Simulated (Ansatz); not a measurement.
Tc3Sn, space group Fm-3m: a test of the smearing width, run with the Python package of Ansatz (0.2.0).

`smear_tc3sn.py`:
```python
import warnings

import ansatz
import pandas as pd
from pymatgen.core import Lattice, Structure
from pymatgen.io.ase import AseAtomsAdaptor

warnings.simplefilter("ignore", ansatz.DeckWarning)

pmg_structure = Structure(
    Lattice([[0.0, 3.1722, 3.1722], [3.1722, 0.0, 3.1722], [3.1722, 3.1722, 0.0]]),
    ["Tc", "Tc", "Tc", "Sn"],
    [
        [0.25, 0.25, 0.25],
        [0.75, 0.75, 0.75],
        [0.5, 0.5, 0.5],
        [0.0, 0.0, 0.0],
    ],
)
tc3sn = ansatz.Crystal.from_ase(AseAtomsAdaptor.get_atoms(pmg_structure))

job = tc3sn.calculation()
job = job.functional("pbe").kpoints(density=3.4)
job = job.basis(56 * ansatz.Ry, density_ratio=4)

rows = []
for value in [0.5, 0.3, 0.2, 0.1]:
    data = job.occupations("cold", width=value).run(threads=1).report
    rows.append((value, data["free_energy_ev"] / len(data["lattice"]["sites"]), data["n_iterations"], data["n_kpoints"]))

table = pd.DataFrame(rows, columns=["width (eV)", "F/atom (eV)", "iterations", "k-points"])
print(table.round(5).to_string(index=False))

for row in rows[:-1]:
    shift = 1000 * (row[1] - rows[-1][1])
    print(f"{row[0]}: {shift:+.2f} meV/atom" + ("  (within 1 meV)" if abs(shift) < 1 else ""))
```

How much does the free energy per atom change between the narrowest and the widest smearing, and why?

Going from 0.1 to 0.5 eV changes F by -5.2 meV an atom. This scheme is built to cancel the term in the square of the width, so the shifts stay small and are partly the mesh's error.

The run itself:

```console
$ python smear_tc3sn.py
 width (eV)  F/atom (eV)  iterations  k-points
        0.5  -5554.33868           8        16
        0.3  -5554.33502           8        16
        0.2  -5554.33382           8        16
        0.1  -5554.33344           8        16
0.5: -5.24 meV/atom
0.3: -1.57 meV/atom
0.2: -0.38 meV/atom  (within 1 meV)
```

What to keep in mind:
- For a metal this k-point mesh is coarse: on a finer one energies can move by several to tens of meV an atom and pressures by half a GPa or more, differences at one mesh by less.
- The narrowest width needs the finest mesh, so the last row is no converged reference.
- The structure comes from a database of computed cells and needn't be a stable or known phase.
- Cost: roughly 9 core-seconds.

(Lines on the test bed's own set-up are left out of the output.)
